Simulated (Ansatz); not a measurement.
**GaLiH₂ (triplet): from Hartree-Fock to the top rungs at a displaced geometry (v1), 6-31G**

The task here is to estimate one member of a computed series from the others.

Program: Ansatz 0.2.0, Gaussian basis. Level of theory: 6-31G, core rule «outside noble gas», up to 15 orbitals frozen. These are calculated values, not measurements.

The runs, in order: UHF; CCSD(T) on ROHF; CCSD(T) on UHF; BCCD(T) on ROHF; CISD as a restricted active space (open shells left free, so some higher excitations enter); CCSDT(Q) on ROHF; CCSDT(Q) on UHF; Full CI.

39 further runs of the same task are left out: 15 for a known fault of the program, 8 that didn't finish, 16 set aside as unsound or not needed. Runs told in other sessions of the task aren't counted.

### What is computed

The geometry is a PBE0/def2-TZVP stationary point (not a proven minimum) with its atoms shifted at random (size 0.040 Å). No spin-orbit coupling is included. The filled d shell of Ga may be among the frozen orbitals whatever the setting's name suggests.

4 atoms, charge 0, spin multiplicity 3.

Atoms are counted from 1 here; the program's logs count them from 0.

Bond lengths: Ga1–Li2 2.352 Å, Ga1–H3 1.655 Å, Ga1–H4 1.640 Å, Li2–H3 1.794 Å, Li2–H4 1.837 Å. Angles: Li2–Ga1–H3 49.5°, Li2–Ga1–H4 51.1°, H3–Ga1–H4 97.9°, Ga1–Li2–H3 44.6°, Ga1–Li2–H4 44.0°, H3–Li2–H4 86.3°, Ga1–H3–Li2 85.9°, Ga1–H4–Li2 84.9°.

Geometry (Å):

```
Ga   -0.0008    0.0011    0.2345
Li   -0.0585   -0.0150   -2.1167
H     0.2789   -1.2280   -0.8383
H     0.1761    1.2538   -0.8085
```

Set-up of the first run:

The input, in.yaml:

```yaml
crystal:
  periodic: [false, false, false]
  atoms:
    - {symbol: Ga, position_ang: [-0.000750, 0.001123, 0.234524]}
    - {symbol: Li, position_ang: [-0.058548, -0.015021, -2.116669]}
    - {symbol: H, position_ang: [0.278902, -1.228033, -0.838318]}
    - {symbol: H, position_ang: [0.176125, 1.253798, -0.808517]}
basis:
  gaussian: {orbitals: 6-31G}
magnetization: {spin_polarized: true, initial_magnetization: 2}
hamiltonian: {xc: hf}
output: {orbitals: {seedname: orbitals}}
```

Command:

```sh
> ansatz run in.yaml --threads 1 --pin off --events-out ev --progress --plain --max-ram 2393MiB
```

Among the steps run: UHF; CCSD(T) on ROHF; CCSD(T) on UHF; BCCD(T) on ROHF; CISD as a restricted active space (open shells left free, so some higher excitations enter); CCSDT(Q) on ROHF; CCSDT(Q) on UHF; Full CI.

One table of the session follows, with a row left open; its other results are not shown here.

| method | from FCI (meV) |
| --- | --- |
| ROHF | +1438.3 |
| UHF | +1407.1 |
| RMP2 | +441.8 |
| UMP2 | +428.5 |
| RCCSD | +36.1 |
| UCCSD | +30.1 |
| RCCSD(T) | ? |
| UCCSD(T) | +5.0 |
| BCCD(T) | +10.9 |
| RCCSDT | 0.0 |
| UCCSDT | -6.2 |
| RCCSDT(Q) | -0.4 |
| UCCSDT(Q) | -6.6 |
| FCI | 0 |

Estimate the missing values for RCCSD(T).

As computed: from FCI (meV): +11.1. In the column «from FCI (meV)» it lies between BCCD(T) (+10.9) and UCCSD (+30.1).

Not comparable, so not listed: CISD as a restricted active space (open shells left free, so some higher excitations enter) (they don't share determinant, frozen orbitals or solution with the rows shown, or repeat one).

Caveats from the session: UCCSDT, UCCSDT(Q) fall below full CI: unrestricted runs freeze a spin-polarised core, another one than full CI's, and coupled cluster isn't variational. Levels on UHF freeze UHF's core orbitals, full CI those of ROHF, so the U rows can settle a little off it for that reason alone. Restricted and unrestricted rows rest on different reference determinants; a gap between their highest levels can come from leftover correlation error, from unlike frozen cores or from another state.
